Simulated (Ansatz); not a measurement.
# CH₃B₂Br: up Jacob's ladder to CCSD(T)

How much do the methods differ for CH₃B₂Br? The plan is to run it at one geometry with functionals of several rungs and with coupled cluster. The yardstick is the atomisation energy at the CCSD(T) limit.

Method: functionals in def2-TZVPP, the program's frozen cores in correlated methods; program: Ansatz 0.2.0, Gaussian basis.

Plan: LDA (SPW92), PBE-D4, revPBE-D4, BLYP-D4, r2SCAN-D4, B97M-V, PBE0-D4, B3LYP-D4, r2SCANh-D4, r2SCAN0-D4, HSE06-D4, BHLYP-D4, CAM-B3LYP-D4, LC-ωPBE, ωB97X-V, ωB97M-V, B2PLYP, PBE-QIDH; CCSD(T)/def2-SVP; CCSD(T)/def2-TZVPP; MP2/def2-QZVPP; extrapolation to the limit; RPA on PBE.

### Step 1. The geometry

An earlier PBE0-D4 in a triple-zeta def2 set relaxation fixed the geometry.

SMILES `BrC1BB1`, 7 atoms, charge 0, spin multiplicity 1.

Atoms are counted from 1 here; the program's logs count them from 0.

Bond lengths: Br1–C2 1.896 Å, C2–B3 1.445 Å, C2–B4 1.604 Å, C2–H5 1.154 Å, B3–B4 1.560 Å, B3–H6 1.178 Å, B4–H7 1.187 Å. Angles: Br1–C2–B3 141.4°, Br1–C2–B4 157.3°, Br1–C2–H5 98.5°, B3–C2–B4 61.3°, B3–C2–H5 120.1°, B4–C2–H5 58.8°, C2–B3–B4 64.4°, C2–B3–H6 140.1°, B4–B3–H6 155.5°, C2–B4–B3 54.3°, C2–B4–H7 136.6°, B3–B4–H7 169.1°.

### Step 2. LDA

This LDA is Slater exchange with PW92 correlation.

Input file in.yaml:

```yaml
crystal:
  periodic: [false, false, false]
  atoms:
    - {symbol: Br, position_ang: [-2.218855, -1.008082, -0.537709]}
    - {symbol: C, position_ang: [-0.548366, -0.233603, -0.085796]}
    - {symbol: B, position_ang: [0.110801, 0.489673, 0.976779]}
    - {symbol: B, position_ang: [0.987182, 0.189556, -0.278502]}
    - {symbol: H, position_ang: [0.027711, -0.495603, -1.050379]}
    - {symbol: H, position_ang: [-0.112863, 0.921708, 2.050159]}
    - {symbol: H, position_ang: [1.815688, 0.068452, -1.120253]}
basis:
  gaussian: {orbitals: def2-TZVPP}
hamiltonian: {xc: lda}
output: {orbitals: {seedname: orbitals}}
```

Started as:

```console
$ ansatz run in.yaml --threads 2 --pin off --events-out ev --progress --plain --max-ram 4352MiB
```

The runs that follow: PBE-D4 (GGA); revPBE-D4 (GGA); BLYP-D4 (GGA); r2SCAN-D4 (meta-GGA); B97M-V (meta-GGA); B3LYP-D4 (hybrid); r2SCANh-D4 (hybrid); r2SCAN0-D4 (hybrid); HSE06-D4 (hybrid); BHLYP-D4 (hybrid); CAM-B3LYP-D4 (range-separated); LC-ωPBE (range-separated); ωB97X-V (range-separated); ωB97M-V (range-separated); B2PLYP (double hybrid); PBE-QIDH (double hybrid); CCSD(T) in def2-SVP; CCSD(T) in def2-TZVPP; MP2 in def2-QZVPP; RPA on PBE orbitals.

Before running them: what should the planned runs give, taken together? Wanted: atomisation energy, CCSD(T)/CBS; farthest beyond LDA; mean size of error, GGA; mean size of error, meta-GGA; mean size of error, hybrid; mean size of error, range-separated; mean size of error, double hybrid; gap, smallest and largest; T1 diagnostic.

The runs gave:

| quantity | value |
| --- | --- |
| atomisation energy, CCSD(T)/CBS | 2377.0 kJ/mol |
| functionals within 23.8 kJ/mol (1.0 %) | BLYP-D4, B3LYP-D4, CAM-B3LYP-D4, LC-ωPBE, ωB97X-V, B2PLYP |
| farthest beyond LDA | PBE-D4 (+123.0 kJ/mol) |
| mean size of error, GGA | 65.1 kJ/mol |
| mean size of error, meta-GGA | 66.1 kJ/mol |
| mean size of error, hybrid | 51.2 kJ/mol |
| mean size of error, range-separated | 21.9 kJ/mol |
| mean size of error, double hybrid | 20.0 kJ/mol |
| gap, smallest and largest | 4.53 eV (LDA (SPW92)), 11.62 eV (LC-ωPBE) |
| T1 diagnostic | 0.0112 |
| triples share of the correlation energy | 4.5 % |

**Reading.** The LDA atomisation energy is off by 433.6 kJ/mol (18 %): it overbinds. PBE-D4 misses by +123.0 kJ/mol. Double hybrids carry the basis error of their MP2 part in triple zeta, and no dispersion term here, so their miss is partly the set-up's. The rungs double hybrid, range-separated miss on average by less than the doubt on the reference (23.8 kJ/mol), so they tie. The reference freezes the cores and leaves out relativity and excitations past (T), and its outer-core shells are covered unevenly, so misses under about 23.8 kJ/mol can't be ranked. All levels share the lack of spin-orbit coupling, which lowers the free heavy atoms and so the true binding. Hartree-Fock recovers 73 % of the binding; the rest is correlation. CCSD(T) in def2-SVP is off by -116.9 kJ/mol, which most functionals beat. The gap grows from 4.5 to 11.6 eV across the functionals, mostly with the share of exact exchange. Correlated methods include outer-core shells of Br, which these sets cover unevenly.
